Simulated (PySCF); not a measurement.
**[Er(NH3)6]3+: other functionals and bases at one geometry**

Computed with PySCF 2.14.0. Level: several levels, as the steps say, no spin–orbit coupling.

## (1) Starting geometry

25 atoms, charge 3, spin multiplicity 1.

Bond lengths: Er1–N2 2.518 Å, Er1–N6 2.518 Å, Er1–N10 2.518 Å, Er1–N14 2.518 Å, Er1–N18 2.518 Å, Er1–N22 2.518 Å, N2–H3 1.036 Å, N2–H4 1.036 Å, N2–H5 1.036 Å, N6–H7 1.036 Å, N6–H8 1.036 Å, N6–H9 1.036 Å, N10–H11 1.036 Å, N10–H12 1.036 Å, N10–H13 1.036 Å, N14–H15 1.036 Å, N14–H16 1.036 Å, N14–H17 1.036 Å and more. Angles: N2–Er1–N6 180.0°, N2–Er1–N10 89.4°, N2–Er1–N14 88.8°, N2–Er1–N18 90.6°, N2–Er1–N22 91.2°, N6–Er1–N10 90.6°, N6–Er1–N14 91.2°, N6–Er1–N18 89.4°, N6–Er1–N22 88.8°, N10–Er1–N14 90.0°, N10–Er1–N18 180.0°, N10–Er1–N22 90.0°, N14–Er1–N18 90.0°, N14–Er1–N22 180.0°, N18–Er1–N22 90.0°, Er1–N2–H3 115.3°, Er1–N2–H4 115.5°, Er1–N2–H5 115.6° and more.

Geometry (Å):

```
Er    0.0000    0.0000    0.0000
N     0.0219    0.0283    2.5181
H     0.8358    0.5038    2.9486
H    -0.7843    0.5001    2.9665
H     0.0292   -0.9009    2.9768
N    -0.0219   -0.0283   -2.5181
H     0.7843   -0.5001   -2.9665
H    -0.8358   -0.5038   -2.9486
H    -0.0292    0.9009   -2.9768
N     2.5180   -0.0019    0.0050
H     2.9600   -0.4740    0.8148
H     2.9689   -0.4635   -0.8056
H     2.9621    0.9344    0.0124
N     0.0006    2.5176    0.0259
H     0.3963    2.9509    0.8800
H     0.5345    2.9765   -0.7346
H    -0.9328    2.9620   -0.0467
N    -2.5180    0.0019   -0.0050
H    -2.9689    0.4635    0.8056
H    -2.9600    0.4740   -0.8148
H    -2.9621   -0.9344   -0.0124
N    -0.0006   -2.5176   -0.0259
H    -0.5345   -2.9765    0.7346
H    -0.3963   -2.9509   -0.8800
H     0.9328   -2.9620    0.0467
```

Formal oxidation states: Er +3. Each metal's 11 4f electrons lie in its core potential, so multiplicities, spins and levels count the valence alone. An earlier session relaxed this geometry at TPSS, Er lcecp-1-SVP with ECP57, N def2-SVP, H def2-SVP (singlet, point group Ci).

At TPSS on the finer grid: E = -376.634310 Eh, HOMO -19.96 eV, LUMO -13.17 eV, Mulliken charge on Er1 +1.12 e, largest force component 0.007 eV/Å. 

Levels to run: CAM-B3LYP; HF; TPSSh; BLYP; TPSS, f-in-core-III/TZVP. Hardware: 4 threads of AMD EPYC 9R14 (Zen 4), shared host.

## (2) CAM-B3LYP

The input, run.py (the lines that set the calculation):

```python
mol = gto.M(atom='''
Er     0.00000     0.00000     0.00000
N      0.02194     0.02827     2.51807
H      0.83585     0.50376     2.94855
H     -0.78434     0.50009     2.96646
H      0.02917    -0.90089     2.97681
N     -0.02194    -0.02827    -2.51807
H      0.78434    -0.50009    -2.96646
H     -0.83585    -0.50376    -2.94855
H     -0.02917     0.90089    -2.97681
N      2.51797    -0.00190     0.00504
H      2.96004    -0.47398     0.81481
H      2.96892    -0.46352    -0.80565
H      2.96205     0.93436     0.01238
N      0.00057     2.51764     0.02588
H      0.39629     2.95094     0.88004
H      0.53454     2.97647    -0.73464
H     -0.93282     2.96202    -0.04666
N     -2.51797     0.00190    -0.00504
H     -2.96892     0.46352     0.80565
H     -2.96004     0.47398    -0.81481
H     -2.96205    -0.93436    -0.01238
N     -0.00057    -2.51764    -0.02588
H     -0.53454    -2.97647     0.73464
H     -0.39629    -2.95094    -0.88004
H      0.93282    -2.96202     0.04666''',
    basis={'Er': 'lcecp-1-SVP', 'N': 'def2-SVP', 'H': 'def2-SVP'},
    ecp={'Er': 'lcecp-1-SVP'},
    charge=3, spin=0)
mf = dft.RKS(mol, xc='CAMB3LYP')
mf.grids.atom_grid = (75, 302)  # f atoms: unpruned, at least (60, 302)
mf = mf.density_fit()  # fitting sets: Er AutoAux, N def2-universal-JKFIT, H def2-universal-JKFIT
mf.conv_tol = 1e-08; mf.max_cycle = 55
mf.kernel(dm0)  # dm0: the density of the relaxed state
```

Launch:

```
OMP_NUM_THREADS=4 python run.py
```

**Question.** How long does this run take on 4 threads of AMD EPYC 9R14 (Zen 4), shared host?

About 24 s.
